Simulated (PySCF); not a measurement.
# Nd(OH)3: how settings move a single point

Which settings matter for Nd(OH)3? Each run alters one on purpose. The structure is generated, not taken from experiment.

Method: BP86, Nd lcecp-1-SVP with ECP49, O def2-SVP, H def2-SVP; scalar-relativistic core potentials, no spin–orbit coupling; program: PySCF 2.14.0.

4 further runs of the same task are left out: 2 for a known fault of the program, 2 that didn't finish.

## Step 1: The starting structure

7 atoms, charge 0, spin multiplicity 1.

Bond lengths: Nd1–O2 2.113 Å, Nd1–O4 2.113 Å, Nd1–O6 2.113 Å, O2–H3 0.969 Å, O4–H5 0.969 Å, O6–H7 0.969 Å. Angles: O2–Nd1–O4 115.8°, O2–Nd1–O6 115.8°, O4–Nd1–O6 115.8°, Nd1–O2–H3 171.2°, Nd1–O4–H5 171.2°, Nd1–O6–H7 171.2°.

As a file:

```
atom     x (Å)     y (Å)     z (Å)
 Nd1   0.00000   0.00000  -0.37926
  O2   2.06681   0.00000   0.05961
  H3   2.97225   0.00000   0.40401
  O4  -1.03340   1.78991   0.05961
  H5  -1.48613   2.57404   0.40401
  O6  -1.03340  -1.78991   0.05961
  H7  -1.48612  -2.57405   0.40401
```

Formal oxidation states: Nd +3. Each metal's 3 4f electrons lie in its core potential, so multiplicities, spins and levels count the valence alone. An earlier session relaxed this geometry at BP86, Nd lcecp-1-SVP with ECP49, O def2-SVP, H def2-SVP (singlet, point group C3v).

The sound run used a (50, 194) grid (finer on f atoms), a threshold of 1e-8 and at most 55 cycles, and ended at -261.473133 Eh.

## Step 2: Try 1

Input file run.py (the lines that set the calculation):

```python
mol = gto.M(atom='''
Nd     0.00000     0.00000    -0.37926
O      2.06681     0.00000     0.05961
H      2.97225     0.00000     0.40401
O     -1.03340     1.78991     0.05961
H     -1.48613     2.57404     0.40401
O     -1.03340    -1.78991     0.05961
H     -1.48612    -2.57405     0.40401''',
    basis={'Nd': 'lcecp-1-SVP', 'O': 'def2-SVP', 'H': 'def2-SVP'},
    ecp={'Nd': 'lcecp-1-SVP'},
    charge=0, spin=0)
mf = dft.RKS(mol, xc='B88,P86')
mf.grids.atom_grid = (50, 194)  # f atoms: unpruned, at least (60, 302)
mf = mf.density_fit()  # fitting sets: Nd AutoAux, O def2-universal-JKFIT, H def2-universal-JKFIT
mf.conv_tol = 1e-08; mf.max_cycle = 55
mf.kernel(dm0)  # dm0: smeared density
```

Launch:

```sh
$ OMP_NUM_THREADS=2 python run.py
```

Standard output:

```text
init E= -261.412737997511
  HOMO = -0.233583335600885  LUMO = -0.0762253781735183  gap/eV = 4.28193
cycle= 1 E= -261.469071058829  delta_E= -0.0563  |g|= 0.13  |ddm|= 0.275
  HOMO = -0.192846627652512  LUMO = -0.0709300659649728  gap/eV = 3.31752
cycle= 2 E= -261.444283910066  delta_E= 0.0248  |g|= 0.368  |ddm|= 0.369
  HOMO = -0.215037065624186  LUMO = -0.0666287136854677  gap/eV = 4.03840
cycle= 3 E= -261.473095529587  delta_E= -0.0288  |g|= 0.0113  |ddm|= 0.251
  HOMO = -0.215534321531422  LUMO = -0.0659121368880662  gap/eV = 4.07143
cycle= 4 E= -261.473131370039  delta_E= -3.58e-05  |g|= 0.00318  |ddm|= 0.0145
  HOMO = -0.215801745077508  LUMO = -0.0660252181261534  gap/eV = 4.07563
cycle= 5 E= -261.473133325975  delta_E= -1.96e-06  |g|= 0.000607  |ddm|= 0.00283
  HOMO = -0.215822723181777  LUMO = -0.0660251817924014  gap/eV = 4.07620
cycle= 6 E= -261.473133366529  delta_E= -4.06e-08  |g|= 0.000431  |ddm|= 0.000613
  HOMO = -0.215837579345187  LUMO = -0.0660271052181969  gap/eV = 4.07655
cycle= 7 E= -261.473133404955  delta_E= -3.84e-08  |g|= 3.26e-05  |ddm|= 0.000301
  HOMO = -0.215841433704815  LUMO = -0.0660305373488441  gap/eV = 4.07656
cycle= 8 E= -261.473133405157  delta_E= -2.01e-10  |g|= 9.47e-06  |ddm|= 4.1e-05
  HOMO = -0.215842270140542  LUMO = -0.0660287211761599  gap/eV = 4.07663
Extra cycle  E= -261.473133405086  delta_E= 7.08e-11  |g|= 2e-05  |ddm|= 3.14e-05
converged SCF energy = -261.473133405086
```

Wall time 3.8 s (2 threads of Arm Neoverse V1, shared host).

Changed: the starting guess (smeared density). It converges in 8 cycles, at the sound run's energy within 0.001 eV, with a largest force component of 0.02 eV/Å. The result survives the change.

## Step 3: Try 2

Changes to run.py (the lines that set the calculation) since step 2:

```diff
@@ -12,5 +12,5 @@
 mf = dft.RKS(mol, xc='B88,P86')
-mf.grids.atom_grid = (50, 194)  # f atoms: unpruned, at least (60, 302)
+mf.grids.atom_grid = (99, 590)  # f atoms: unpruned, at least (60, 302)
 mf = mf.density_fit()  # fitting sets: Nd AutoAux, O def2-universal-JKFIT, H def2-universal-JKFIT
 mf.conv_tol = 1e-08; mf.max_cycle = 55
-mf.kernel(dm0)  # dm0: smeared density
+mf.kernel(dm0)  # dm0: free metal ions and neutral atoms
```

Launch:

```sh
$ OMP_NUM_THREADS=2 python run.py
```

Standard output:

```text
init E= -265.788361919122
  HOMO = -0.279015280018177  LUMO = -0.114799465401898  gap/eV = 4.46854
cycle= 1 E= -261.442848695666  delta_E= 4.35  |g|= 0.374  |ddm|= 2.71
  HOMO = -0.185540125214636  LUMO = -0.0425050789952905  gap/eV = 3.89218
cycle= 2 E= -261.448654491342  delta_E= -0.00581  |g|= 0.333  |ddm|= 0.71
  HOMO = -0.224460266077848  LUMO = -0.0676499557914667  gap/eV = 4.26703
cycle= 3 E= -261.470094303104  delta_E= -0.0214  |g|= 0.128  |ddm|= 0.392
  HOMO = -0.211639293585587  LUMO = -0.0683355002213055  gap/eV = 3.89949
cycle= 4 E= -261.471777531631  delta_E= -0.00168  |g|= 0.0768  |ddm|= 0.127
  HOMO = -0.215429654310382  LUMO = -0.0653338746297507  gap/eV = 4.08431
cycle= 5 E= -261.47317636987  delta_E= -0.0014  |g|= 0.00388  |ddm|= 0.0711
  HOMO = -0.21584700529546  LUMO = -0.0660227561501294  gap/eV = 4.07693
cycle= 6 E= -261.473181831214  delta_E= -5.46e-06  |g|= 0.000169  |ddm|= 0.00764
  HOMO = -0.215842269402733  LUMO = -0.066026966223518  gap/eV = 4.07668
cycle= 7 E= -261.47318183606  delta_E= -4.85e-09  |g|= 5.01e-05  |ddm|= 0.000228
  HOMO = -0.215847874494898  LUMO = -0.066026820045316  gap/eV = 4.07684
Extra cycle  E= -261.473181836003  delta_E= 5.68e-11  |g|= 5.35e-05  |ddm|= 0.000112
converged SCF energy = -261.473181836003
```

Wall time 7 s (2 threads of Arm Neoverse V1, shared host).

Changed: the integration grid, to (99, 590). It converges in 7 cycles, -0.001 eV from the sound run, with a largest force component of 0.02 eV/Å. The result survives the change.

## Step 4: Try 3

Input file run.py (the lines that set the calculation):

```python
mol = gto.M(atom='''
Nd     0.00000     0.00000    -0.39822
O      2.17015     0.00000     0.06259
H      3.12086     0.00000     0.42421
O     -1.08507     1.87940     0.06259
H     -1.56043     2.70275     0.42421
O     -1.08507    -1.87940     0.06259
H     -1.56043    -2.70275     0.42421''',
    basis={'Nd': 'lcecp-1-SVP', 'O': 'def2-SVP', 'H': 'def2-SVP'},
    ecp={'Nd': 'lcecp-1-SVP'},
    charge=0, spin=0)
mf = dft.RKS(mol, xc='B88,P86')
mf.grids.atom_grid = (50, 194)  # f atoms: unpruned, at least (60, 302)
mf = mf.density_fit()  # fitting sets: Nd AutoAux, O def2-universal-JKFIT, H def2-universal-JKFIT
mf.conv_tol = 1e-08; mf.max_cycle = 55
mf.kernel(dm0)  # dm0: free metal ions and neutral atoms
```

Launch:

```sh
$ OMP_NUM_THREADS=2 python run.py
```

Standard output:

```text
init E= -265.606705955663
  HOMO = -0.262586942710272  LUMO = -0.119273391032998  gap/eV = 3.89976
cycle= 1 E= -261.425911257148  delta_E= 4.18  |g|= 0.368  |ddm|=  2.6
  HOMO = -0.187601185400198  LUMO = -0.0570515656856685  gap/eV = 3.55244
cycle= 2 E= -261.437017873273  delta_E= -0.0111  |g|= 0.269  |ddm|= 0.653
  HOMO = -0.213557597127989  LUMO = -0.0846156438909986  gap/eV = 3.50869
cycle= 3 E= -261.454438261911  delta_E= -0.0174  |g|= 0.0688  |ddm|= 0.361
  HOMO = -0.205752802688681  LUMO = -0.0784385839572579  gap/eV = 3.46440
cycle= 4 E= -261.455273046525  delta_E= -0.000835  |g|= 0.038  |ddm|= 0.0867
  HOMO = -0.208601885401975  LUMO = -0.0776126369091621  gap/eV = 3.56440
cycle= 5 E= -261.45554500103  delta_E= -0.000272  |g|= 0.0103  |ddm|= 0.0354
  HOMO = -0.208638994798325  LUMO = -0.0786483448190225  gap/eV = 3.53723
cycle= 6 E= -261.455577794725  delta_E= -3.28e-05  |g|= 0.000282  |ddm|= 0.0132
  HOMO = -0.208636826075582  LUMO = -0.0786351736656172  gap/eV = 3.53753
cycle= 7 E= -261.455577815749  delta_E= -2.1e-08  |g|= 0.00012  |ddm|= 0.000453
  HOMO = -0.208633971184794  LUMO = -0.0786414894136627  gap/eV = 3.53728
cycle= 8 E= -261.455577819016  delta_E= -3.27e-09  |g|= 6.97e-05  |ddm|= 0.000157
  HOMO = -0.208633711652946  LUMO = -0.0786436428196531  gap/eV = 3.53721
Extra cycle  E= -261.455577810561  delta_E= 8.46e-09  |g|= 0.000211  |ddm|= 0.000195
converged SCF energy = -261.455577810561
```

Wall time 3.6 s (2 threads of Arm Neoverse V1, shared host).

Changed: the scale of all coordinates (1.05). It converges in 8 cycles, +0.478 eV from the sound run, with a largest force component of 2.00 eV/Å. The setting is unsound, so these numbers aren't the compound's.

## Step 5: Try 4

Input file run.py (the lines that set the calculation):

```python
mol = gto.M(atom='''
Nd     0.00000     0.00000    -0.37926
O      2.06681     0.00000     0.05961
H      2.97225     0.00000     0.40401
O     -1.03340     1.78991     0.05961
H     -1.48613     2.57404     0.40401
O     -1.03340    -1.78991     0.05961
H     -1.48612    -2.57405     0.40401''',
    basis={'Nd': 'lcecp-1-SVP', 'O': 'def2-SVP', 'H': 'def2-SVP'},
    ecp={'Nd': 'lcecp-1-SVP'},
    charge=0, spin=0)
mf = dft.RKS(mol, xc='B88,P86')
mf.grids.atom_grid = (50, 194)  # f atoms: unpruned, at least (60, 302)
mf = mf.density_fit()  # fitting sets: Nd AutoAux, O def2-universal-JKFIT, H def2-universal-JKFIT
mf.conv_tol = 1e-08; mf.max_cycle = 8
mf.kernel(dm0)  # dm0: free metal ions and neutral atoms
```

Launch:

```sh
$ OMP_NUM_THREADS=2 python run.py
```

Standard output:

```text
init E= -265.78834262538
  HOMO = -0.279009066923098  LUMO = -0.114800315083432  gap/eV = 4.46835
cycle= 1 E= -261.442800904746  delta_E= 4.35  |g|= 0.374  |ddm|= 2.71
  HOMO = -0.185542532369376  LUMO = -0.0425043030896433  gap/eV = 3.89227
cycle= 2 E= -261.448608823679  delta_E= -0.00581  |g|= 0.333  |ddm|= 0.71
  HOMO = -0.224453685613109  LUMO = -0.0676537011938727  gap/eV = 4.26674
cycle= 3 E= -261.470048667368  delta_E= -0.0214  |g|= 0.128  |ddm|= 0.392
  HOMO = -0.211635111176612  LUMO = -0.0683358389451882  gap/eV = 3.89937
cycle= 4 E= -261.471729768413  delta_E= -0.00168  |g|= 0.0768  |ddm|= 0.127
  HOMO = -0.215426134693025  LUMO = -0.0653357217196842  gap/eV = 4.08417
cycle= 5 E= -261.473127867217  delta_E= -0.0014  |g|= 0.00388  |ddm|= 0.0711
  HOMO = -0.215843413044982  LUMO = -0.0660245334751473  gap/eV = 4.07678
cycle= 6 E= -261.473133396933  delta_E= -5.53e-06  |g|= 0.000169  |ddm|= 0.00764
  HOMO = -0.215838668314113  LUMO = -0.0660287411739731  gap/eV = 4.07654
cycle= 7 E= -261.47313340451  delta_E= -7.58e-09  |g|= 5e-05  |ddm|= 0.000228
  HOMO = -0.215844271263811  LUMO = -0.0660285888191972  gap/eV = 4.07669
Extra cycle  E= -261.473133404475  delta_E= 3.47e-11  |g|= 5.23e-05  |ddm|= 0.000112
converged SCF energy = -261.473133404475
```

It took 3.6 s on 2 threads of Arm Neoverse V1, shared host.

Changed: the cycle limit (8). It converges in 7 cycles, at the sound run's energy within 0.001 eV, with a largest force component of 0.02 eV/Å. The result survives the change.

## Step 6: Results

| run | changed | ending | energy change (eV) | cycles | time | usable |
| --- | --- | --- | --- | --- | --- | --- |
| 1 | the starting guess | converged | 0.000 | 8 | 3.8 s | yes |
| 2 | the integration grid | converged | -0.001 | 7 | 7 s | yes |
| 3 | the scale of all coordinates | converged | +0.478 | 8 | 3.6 s | no |
| 4 | the cycle limit | converged | 0.000 | 7 | 3.6 s | yes |

3 of 4 altered runs give a usable result. 1 ended normally with numbers unfit to quote.
